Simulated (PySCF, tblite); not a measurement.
# C₆H₆F₂: geometry, infrared bands and NMR shifts

Wanted: the infrared bands and NMR shifts of C₆H₆F₂ (`FC1=C[C@@H]2C[C@]2(F)C1`), by calculation.

Computed with tblite 0.8.0 and PySCF 2.14.0, with density-fitted response routines of our own, on a single molecule in the gas phase. Atoms are numbered from 0 throughout.

## (1) The molecule as given

14 atoms, charge 0, multiplicity 1; geometry from: force field or distance geometry start.

Bonds of the start (Å): F0–C1 1.35, C1–C2 1.32, C2–C3 1.47, C3–C4 1.52, C4–C5 1.51, C5–F6 1.38, C5–C7 1.53, C7–C1 1.50, C5–C3 1.53, C2–H8 1.08, C3–H9 1.07, C4–H10 1.09, C4–H11 1.08, C7–H12 1.10, C7–H13 1.10.

## (2) Relaxing the molecule with GFN2-xTB

Job settings and geometry (Å):

```
{"job": {"kind": "relax", "xc": "GFN2-xTB", "basis": "xTB"}, "charge": 0, "multiplicity": 1}
F      2.715400     0.952800    -0.300500
C      1.440900     0.503900    -0.278200
C      0.398100     1.176600    -0.729200
C     -0.878400     0.454300    -0.582000
C     -1.402600     0.113600     0.803100
C     -0.483300    -0.854900     0.106000
F     -1.046900    -2.013300    -0.391700
C      1.033000    -0.821000     0.307000
H      0.454600     2.158200    -1.182000
H     -1.536100     0.380700    -1.428600
H     -2.446600    -0.172400     0.879400
H     -1.033000     0.665800     1.651100
H      1.280900    -0.898900     1.372900
H      1.503500    -1.645900    -0.249500
```

The run is started by

```console
$ OMP_NUM_THREADS=1 python probes_run.py task.json out
```

One launch serves the whole session: the jobs run in the order shown.

**Question.** This job is followed by: GFN2-xTB harmonic vibrations, gas phase; GIAO PBE0/pcSseg-1 NMR shielding, non-relativistic, gas phase. What will the session give for the following? strongest single infrared mode (GFN2-xTB); zero-point energy (GFN2-xTB); 13C shifts against TMS (PBE0/pcSseg-1); 1H shifts against TMS (PBE0/pcSseg-1); 19F shifts against CFCl3 (PBE0/pcSseg-1).

**Answer**, as computed:

```
                                 quantity                                     value
strongest single infrared mode (GFN2-xTB)                     1298 cm⁻¹, 149 km/mol
             zero-point energy (GFN2-xTB)                             65.1 kcal/mol
   13C shifts against TMS (PBE0/pcSseg-1)  171.3, 114.5, 81.5, 41.5, 26.6, 25.3 ppm
    1H shifts against TMS (PBE0/pcSseg-1)    5.42, 3.32, 2.87, 2.13, 1.58, 0.17 ppm
 19F shifts against CFCl3 (PBE0/pcSseg-1)                        -118.7, -214.7 ppm
```

In words: Over 40 steps the energy fell by 0.166 eV; of the close pairs, C3–C5 changed most, 1.531 to 1.510 Å. All 36 modes are real, so the xTB geometry is a minimum. The strongest single mode, at 1298 cm⁻¹, is carried by C7, C1, C5, H13. GFN2-xTB is a fitted tight-binding method: band positions and strengths are rough. Its intensities can rank the bands wrongly. H8 (hydrogen on an alkene CH) lies farthest downfield among hydrogen, at 5.42 ppm; attached to an sp2 carbon and in the plane of the double bond. At PBE0/pcSseg-1: The widest tensor belongs to F0: span 209 ppm, with a paramagnetic part of -182 ppm.
